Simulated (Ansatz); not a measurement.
# HfN+ (septet): the correlation ladder, def2-QZVPP

An exercise on one series of results from a longer session: the logs are not shown, and one member is left open.

Computed with Ansatz 0.2.0, Gaussian basis. Level: def2-QZVPP, core rule «outside noble gas», up to 5 orbitals frozen.

Plan: UHF; ROHF; CCSD(T) on UHF.

## The system

The geometry is a PBE0/def2-TZVP stationary point (not a proven minimum) of the parent state, kept for this charge and spin. No spin-orbit coupling is included. Elements past krypton take def2 core potentials.

2 atoms, charge 1, spin multiplicity 7.

Atoms are counted from 1 here; the program's logs count them from 0.

Bond lengths: Hf1–N2 2.049 Å.

Coordinates:

```
Hf    0.00000    0.00000    0.00000
N     0.00000    0.00000    2.04860
```

The first run:

Contents of in.yaml:

```yaml
crystal:
  periodic: [false, false, false]
  atoms:
    - {symbol: Hf, position_ang: [0.000000, 0.000000, 0.000000]}
    - {symbol: N, position_ang: [0.000000, 0.000000, 2.048600]}
basis:
  gaussian: {orbitals: "def2-QZVPP.json"}
total_charge: 1
magnetization: {spin_polarized: true, initial_magnetization: 6}
hamiltonian: {xc: hf}
output: {orbitals: {seedname: orbitals}}
```

Run with:

```
$ ansatz run in.yaml --threads 1 --pin off --events-out ev --progress --plain --max-ram 4096MiB --backend cpu
```

Among the steps run: UHF; ROHF; CCSD(T) on UHF.

One table of the session follows, with a row left open; its other results are not shown here.

| method | from UCCSD(T) (meV) |
| --- | --- |
| ROHF | ? |
| UHF | +3992.1 |
| UMP2 | +619.6 |
| UCCSD | +102.0 |
| UCCSD(T) | 0 |

Q: Estimate the row for ROHF from the others.

**Answer.** from UCCSD(T) (meV): +4206.5. In the column «from UCCSD(T) (meV)» it is the highest.
